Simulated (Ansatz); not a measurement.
# ZnCu: the cost of one run

Program: Ansatz 0.2.0. Level of theory: DFT r²SCAN, scalar-relativistic, plane waves, PAW. These are calculated values, not measurements.

## (1) The system as given

The structure is cubic, space group Pm-3m (No. 221). The conventional cell has a = 2.920 Å, b = 2.920 Å, c = 2.920 Å, α = 90.00°, β = 90.00°, γ = 90.00°. Zn (site symmetry m-3m) is surrounded by 8 Cu at 2.53 Å. Cu (site symmetry m-3m) is surrounded by 8 Zn at 2.53 Å.

As a file:

```xyz
2
Lattice="2.9200 0.0000 0.0000 0.0000 2.9200 0.0000 0.0000 0.0000 2.9200" Properties=species:S:1:pos:R:3 pbc="T T T"
Zn    1.4600    1.4600    1.4600
Cu    0.0000    0.0000    0.0000
```

This cell comes from an earlier session at r²SCAN: 12.449 Å³/atom at 0.01 GPa, on a 12×12×12 mesh.

The changes: atom 2 (Cu) moved 0.2 Å along y; strain e5 = -0.02, atoms carried along; all atoms moved at random (σ = 0.1 Å), cell strained at random (1 %).

## (2) Atom 2 (Cu) moved 0.2 Å along y

Contents of input.yaml:

```yaml
crystal:
  lattice:
    - [2.9200023228, 0.0, 0.0]
    - [0.0, 2.9200023228, 0.0]
    - [0.0, 0.0, 2.9200023228]
  atoms:
    - { symbol: Zn, position: [0.5, 0.5, 0.5] }
    - { symbol: Cu, position: [0.0, 0.0684930962, 0.0] }
basis:
  ecutwfc: 500
  ecutrho_ratio: 4
kpoints:
  mp_grid: { grid: [12, 12, 12] }
hamiltonian:
  xc: r2scan
scf:
  occupations: { method: gaussian, width: 0.05 }
output:
  forces: true
  stress: true
  eigenvalues: true
  write_density: true
  write_potential: true
  elf: true
  volumetric_format: npy
```

Run with:

```console
$ ansatz run input.yaml --threads 4 --pin off --max-ram 7168MiB --backend cpu --events-out ev --progress --plain --runs-dir out
```

**Question.** How long does this run take on 4 threads of Intel Xeon 6975P-C (Granite Rapids), shared host, and how much memory does it need?

About 3.5 s, with a peak of 0.57 GiB.
